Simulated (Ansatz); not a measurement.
# SbBr3: basis-set convergence

One table from this session's results is given with a row withheld; the runs are named, their logs left out.

Computed with Ansatz 0.2.0, Gaussian basis. Level: one geometry, several basis sets.

The runs, in order: PBE0-D4/def2-SVP; ωB97M-V/def2-SVP; PBE0-D4/def2-QZVPP; ωB97M-V/def2-QZVPP; the functionals' def2-TZVPP values are taken from earlier runs.

1 further run of the same task is left out (for a known fault of the program).

## The geometry

The geometry comes from an earlier relaxation with PBE0-D4 in a triple-zeta def2 set; it is a stationary point. Sb takes the def2 core potential; no spin-orbit term is included.

4 atoms, charge 0, spin multiplicity 1.

Atoms are counted from 1 here; the program's logs count them from 0.

Bond lengths: Br1–Sb2 2.497 Å, Sb2–Br3 2.497 Å, Sb2–Br4 2.497 Å. Angles: Br1–Sb2–Br3 98.5°, Br1–Sb2–Br4 98.5°, Br3–Sb2–Br4 98.5°.

Geometry (Å):

```
Br    0.9030    0.5872    1.9242
Sb   -0.8476   -0.1360    0.2964
Br    0.3878   -2.0361   -0.7528
Br   -0.4431    1.5849   -1.4678
```

Set-up of the first run:

File in.yaml:

```yaml
crystal:
  periodic: [false, false, false]
  atoms:
    - {symbol: Br, position_ang: [0.903019, 0.587175, 1.924183]}
    - {symbol: Sb, position_ang: [-0.847635, -0.135972, 0.296401]}
    - {symbol: Br, position_ang: [0.387752, -2.036094, -0.752773]}
    - {symbol: Br, position_ang: [-0.443125, 1.584880, -1.467811]}
basis:
  gaussian: {orbitals: def2-SVP}
hamiltonian: {xc: pbe0, dispersion: d4}
output: {orbitals: {seedname: orbitals}}
```

On the command line:

```
$ ansatz run in.yaml --threads 4 --pin off --events-out ev --progress --plain --max-ram 10444MiB
```

Among the steps run: PBE0-D4 in def2-SVP; ωB97M-V in def2-SVP; PBE0-D4 in def2-QZVPP; ωB97M-V in def2-QZVPP.

One of the session's tables, all rows but one given; the rest of the session is left out.

It belongs to the step «Density functionals: the series». 

| functional | basis | HOMO (eV) | LUMO (eV) |
| --- | --- | --- | --- |
| PBE0-D4 | def2-SVP | -8.02 | -2.09 |
| PBE0-D4 | def2-TZVPP | -8.12 | -2.16 |
| PBE0-D4 | def2-QZVPP | ? | ? |
| ωB97M-V | def2-SVP | -9.95 | -0.19 |
| ωB97M-V | def2-TZVPP | -10.09 | -0.33 |
| ωB97M-V | def2-QZVPP | -10.11 | -0.40 |

Estimate the missing values for PBE0-D4, def2-QZVPP.

**Answer.** HOMO (eV): -8.14; LUMO (eV): -2.19. In the column «HOMO (eV)» it lies between ωB97M-V, def2-SVP (-9.95) and PBE0-D4, def2-TZVPP (-8.12).
